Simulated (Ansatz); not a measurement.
**CH4BrFSn: basis-set convergence**

Aim: see how fast density functionals converge with the basis set for CH4BrFSn.

Program: Ansatz 0.2.0, Gaussian basis. Level of theory: one geometry, several basis sets. These are calculated values, not measurements.

The runs, in order: PBE0-D4/def2-SVP; ωB97M-V/def2-SVP; PBE0-D4/def2-QZVPP; ωB97M-V/def2-QZVPP; the functionals' def2-TZVPP values are taken from earlier runs.

### 1 The relaxed structure

The geometry comes from an earlier relaxation with PBE0-D4 in a triple-zeta def2 set; it is a stationary point, not always the lowest conformer. Sn takes the def2 core potential; no spin-orbit term is included.

SMILES `[CH3][SnH]([F])[Br]`, 8 atoms, charge 0, spin multiplicity 1.

Atoms are counted from 1 here; the program's logs count them from 0.

Bond lengths: C1–Sn2 2.115 Å, C1–H5 1.089 Å, C1–H6 1.090 Å, C1–H7 1.089 Å, Sn2–F3 1.920 Å, Sn2–Br4 2.469 Å, Sn2–H8 1.700 Å. Angles: Sn2–C1–H5 108.1°, Sn2–C1–H6 109.4°, Sn2–C1–H7 109.8°, H5–C1–H6 109.8°, H5–C1–H7 109.7°, H6–C1–H7 110.0°, C1–Sn2–F3 105.6°, C1–Sn2–Br4 109.6°, C1–Sn2–H8 121.8°, F3–Sn2–Br4 104.9°, F3–Sn2–H8 105.1°, Br4–Sn2–H8 108.5°.

### 2 PBE0-D4 in def2-SVP

in.yaml reads:

```yaml
crystal:
  periodic: [false, false, false]
  atoms:
    - {symbol: C, position_ang: [-0.265366, 1.154162, 0.187797]}
    - {symbol: Sn, position_ang: [0.304894, -0.815907, -0.330174]}
    - {symbol: F, position_ang: [1.789158, -1.241891, 0.811353]}
    - {symbol: Br, position_ang: [-1.477335, -2.392184, 0.328658]}
    - {symbol: H, position_ang: [-0.499509, 1.169930, 1.251254]}
    - {symbol: H, position_ang: [0.559011, 1.835941, -0.019695]}
    - {symbol: H, position_ang: [-1.143794, 1.446431, -0.386438]}
    - {symbol: H, position_ang: [0.825041, -1.213881, -1.898654]}
basis:
  gaussian: {orbitals: def2-SVP}
hamiltonian: {xc: pbe0, dispersion: d4}
output: {orbitals: {seedname: orbitals}}
```

After this run come: ωB97M-V in def2-SVP; PBE0-D4 in def2-QZVPP; ωB97M-V in def2-QZVPP.

**Question.** What will the summary of the whole plan be? Wanted: PBE0-D4: double and triple zeta above quadruple; ωB97M-V: double and triple zeta above quadruple.

As calculated:

| quantity | value |
| --- | --- |
| PBE0-D4: double and triple zeta above quadruple | 15.36, 1.73 eV |
| ωB97M-V: double and triple zeta above quadruple | 15.44, 1.67 eV |

PBE0-D4 gains 13.63 eV from double to triple zeta, then 1.73 eV more. These are total energies; as a rule much of such shifts cancels in differences, which this series doesn't test. The LUMO of ωB97M-V is positive and keeps falling with the basis (1.22 to 0.68 eV): an unbound level that the basis holds in place.
